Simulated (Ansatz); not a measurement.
# AlFH6N2Si: one species, many methods

How much do the methods differ for AlFH6N2Si? The plan is to run it at one geometry with functionals of several rungs and with coupled cluster, and see how far each lands from CCSD(T) at the basis-set limit for the atomisation energy.

Computed with Ansatz 0.2.0, Gaussian basis. Level: functionals in def2-TZVPP, the program's frozen cores in correlated methods.

Levels to be run: PBE-D4, r2SCAN-D4, PBE0-D4, B3LYP-D4, ωB97X-V, ωB97M-V, B2PLYP; CCSD(T)/def2-TZVPP; MP2/def2-QZVPP; extrapolation to the limit.

## Step 1: Structure used throughout

All runs share one geometry, relaxed beforehand with PBE0-D4 in a triple-zeta def2 set.

SMILES `[NH2][Al]([F])[NH][SiH3]`, 11 atoms, charge 0, spin multiplicity 1.

Atoms are counted from 1 here; the program's logs count them from 0.

Bond lengths: N1–Al2 1.754 Å, N1–H6 1.006 Å, N1–H7 1.006 Å, Al2–F3 1.650 Å, Al2–N4 1.774 Å, N4–Si5 1.721 Å, N4–H8 1.012 Å, Si5–H9 1.490 Å, Si5–H10 1.488 Å, Si5–H11 1.490 Å. Angles: Al2–N1–H6 124.4°, Al2–N1–H7 124.8°, H6–N1–H7 110.8°, N1–Al2–F3 119.1°, N1–Al2–N4 123.1°, F3–Al2–N4 117.8°, Al2–N4–Si5 128.9°, Al2–N4–H8 115.9°, Si5–N4–H8 115.2°, N4–Si5–H9 112.7°, N4–Si5–H10 107.1°, N4–Si5–H11 112.7°, H9–Si5–H10 108.5°, H9–Si5–H11 107.2°, H10–Si5–H11 108.5°.

## Step 2: PBE-D4 (GGA)

in.yaml

```yaml
crystal:
  periodic: [false, false, false]
  atoms:
    - {symbol: N, position_ang: [1.144783, 1.473362, 1.048591]}
    - {symbol: Al, position_ang: [0.658053, -0.201467, 1.230220]}
    - {symbol: F, position_ang: [1.142952, -1.038865, 2.566470]}
    - {symbol: N, position_ang: [-0.341208, -1.054759, 0.037980]}
    - {symbol: Si, position_ang: [-1.003623, -0.466246, -1.437493]}
    - {symbol: H, position_ang: [1.708815, 1.976065, 1.712810]}
    - {symbol: H, position_ang: [0.900141, 2.061887, 0.270329]}
    - {symbol: H, position_ang: [-0.555825, -2.020177, 0.251007]}
    - {symbol: H, position_ang: [-2.492355, -0.515695, -1.459178]}
    - {symbol: H, position_ang: [-0.575677, 0.952585, -1.574478]}
    - {symbol: H, position_ang: [-0.520657, -1.223689, -2.625759]}
basis:
  gaussian: {orbitals: def2-TZVPP}
hamiltonian: {xc: pbe, dispersion: d4}
output: {forces: true, orbitals: {seedname: orbitals}}
```

Run with:

```sh
ansatz run in.yaml --threads 4 --pin off --events-out ev --progress --plain --max-ram 10444MiB
```

The runs that follow: r2SCAN-D4 (meta-GGA); PBE0-D4 (hybrid); B3LYP-D4 (hybrid); ωB97X-V (range-separated); ωB97M-V (range-separated); B2PLYP (double hybrid); CCSD(T) in def2-TZVPP; MP2 in def2-QZVPP.

Before running them: what should the planned runs give, taken together? Wanted: atomisation energy, CCSD(T)/CBS; farthest; mean size of error, hybrid; mean size of error, range-separated; gap, smallest and largest; T1 diagnostic; triples share of the correlation energy.

The runs gave:

| quantity | value |
| --- | --- |
| atomisation energy, CCSD(T)/CBS | 3870.3 kJ/mol |
| functionals within 19.4 kJ/mol (0.5 %) | PBE-D4, B3LYP-D4, ωB97X-V, ωB97M-V |
| farthest | PBE0-D4 (-71.2 kJ/mol) |
| mean size of error, hybrid | 42.3 kJ/mol |
| mean size of error, range-separated | 4.1 kJ/mol |
| gap, smallest and largest | 4.81 eV (PBE-D4), 11.40 eV (ωB97X-V) |
| T1 diagnostic | 0.0111 |
| triples share of the correlation energy | 3.3 % |

What this shows: PBE-D4 misses by -4.9 kJ/mol. Double hybrids carry the basis error of their MP2 part in triple zeta, and no dispersion term here, so their miss is partly the set-up's. Misses under about 19.4 kJ/mol are within the doubt on the reference itself, which lacks core-valence correlation, relativity and higher excitations. Hartree-Fock recovers 71 % of the binding; the rest is correlation. The gap grows from 4.8 to 11.4 eV across the functionals, mostly with the share of exact exchange.
